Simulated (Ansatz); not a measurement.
# C₂H₅BrSi, SMILES C=C[SiH2]Br: a geometry optimisation

Computed with the Ansatz DFT code, driven from Python.

`c2h5brsi_opt.py`
```python
# -*- coding: utf-8 -*-
"""Geometry optimisation of C2H5BrSi."""

import ansatz as az
import numpy as np

params = {
    "basis_set": "def2-SVP",
    "functional": "b3lyp",
}

system = (
    az.Crystal.molecule()
    .atom("C", (-0.4263, 1.4429, -0.2964))
    .atom("C", (0.4273, 0.5022, -0.2134))
    .atom("Si", (0.1222, -1.1791, 0.4408))
    .atom("Br", (-0.2647, -2.5048, -1.2437))
    .atom("H", (-1.5035, 1.3617, -0.0014))
    .atom("H", (-0.2002, 2.4685, -0.7279))
    .atom("H", (1.4726, 0.6786, -0.5516))
    .atom("H", (1.4274, -1.6525, 1.111))
    .atom("H", (-0.9662, -1.1639, 1.4654))
)

model = system.calculation()
model = model.basis(gaussian=params["basis_set"])
model = model.functional(params["functional"])
model = model.scf(lower_state_search="light")
symbols = [site.symbol for site in system.cartesian_sites]
start = np.array([site.position_ang for site in system.cartesian_sites], dtype=float)
def progress(event):
    if event["event"] == "relax_step":
        row = event["data"]
        print(f"step {row['step']:3d}  E = {row['lagrangian_ev']:.6f} eV  largest force component {row['allowed_force_max_ev_ang']:.4f} eV/A")


rep = model.relax(force_tolerance=0.01).session().plan().execute(on_event=progress).report
end = np.array(rep["positions_ang"])

print(f"E = {rep['free_energy_ev']:.6f} eV = {rep['free_energy_ev'] / 27.211386246:.7f} Ha")
print("converged:", rep["converged"], " doubts:", rep["published_state_doubts"] or "none")

print("final positions (A) and the move of each atom")
for symbol, xyz, old in zip(symbols, end, start):
    print(f"{symbol:2s} {xyz[0]:10.5f} {xyz[1]:10.5f} {xyz[2]:10.5f}   {np.linalg.norm(xyz - old):7.4f}")

charges = rep["charge_distribution"]
dipole = np.array(charges["dipole_moment_e_ang"]) * 4.803205
print("dipole (D): {:.3f} {:.3f} {:.3f}, length {:.3f}".format(*dipole, np.linalg.norm(dipole)))
print("atom  Mulliken   Lowdin")
for symbol, m, l in zip(symbols, charges["mulliken_charges_e"], charges["lowdin_charges_e"]):
    print(f"{symbol:4s} {m:9.3f} {l:8.3f}")
```

```console
$ python c2h5brsi_opt.py
step   1  E = -80068.518624 eV  largest force component 4.6760 eV/A
step   2  E = -80068.798484 eV  largest force component 1.1823 eV/A
step   3  E = -80068.800246 eV  largest force component 0.6917 eV/A
step   4  E = -80068.849005 eV  largest force component 0.1611 eV/A
step   5  E = -80068.853303 eV  largest force component 0.1144 eV/A
step   6  E = -80068.855013 eV  largest force component 0.0659 eV/A
step   7  E = -80068.855966 eV  largest force component 0.0584 eV/A
step   8  E = -80068.852898 eV  largest force component 0.1988 eV/A
step   9  E = -80068.856434 eV  largest force component 0.0262 eV/A
step  10  E = -80068.856516 eV  largest force component 0.0075 eV/A
E = -80068.856772 eV = -2942.4762138 Ha
converged: True  doubts: none
final positions (A) and the move of each atom
C    -0.41086    1.52515   -0.20723    0.1223
C     0.44592    0.50151   -0.33502    0.1230
Si    0.14166   -1.17412    0.42531    0.0254
Br   -0.02510   -2.74736   -1.18143    0.3466
H    -1.35241    1.42912    0.34582    0.3846
H    -0.21340    2.50827   -0.64973    0.0887
H     1.37005    0.65682   -0.90774    0.3712
H     1.26750   -1.59332    1.30326    0.2570
H    -1.13477   -1.15248    1.18957    0.3235
dipole (D): 0.083 1.925 0.738, length 2.063
atom  Mulliken   Lowdin
C       -0.015    0.036
C       -0.207   -0.155
Si       0.539    0.262
Br      -0.273   -0.001
H        0.037    0.006
H        0.039    0.005
H        0.039    0.017
H       -0.075   -0.086
H       -0.084   -0.084
```

Notes:
- The settings weren't tested for convergence.
- The end point is the stationary point reached from this start; no frequency run checks that it is a minimum, and the basis set is modest.
- The Löwdin charges here are taken after orthogonalising the functions within each atom; they differ from plain Löwdin charges, and their signs can be unphysical.
- b3lyp holds the VWN-RPA fit, as in Gaussian; the form of ORCA and Turbomole is b3lyp5.
- Wall time of the script: 95 s on 1 thread of Arm Neoverse N1, on a shared host, peak memory 0.3 GiB.

(A comment or docstring line of the script was reworded after the run, the code is as it ran; lines on the test bed's own set-up are left out of the output.)
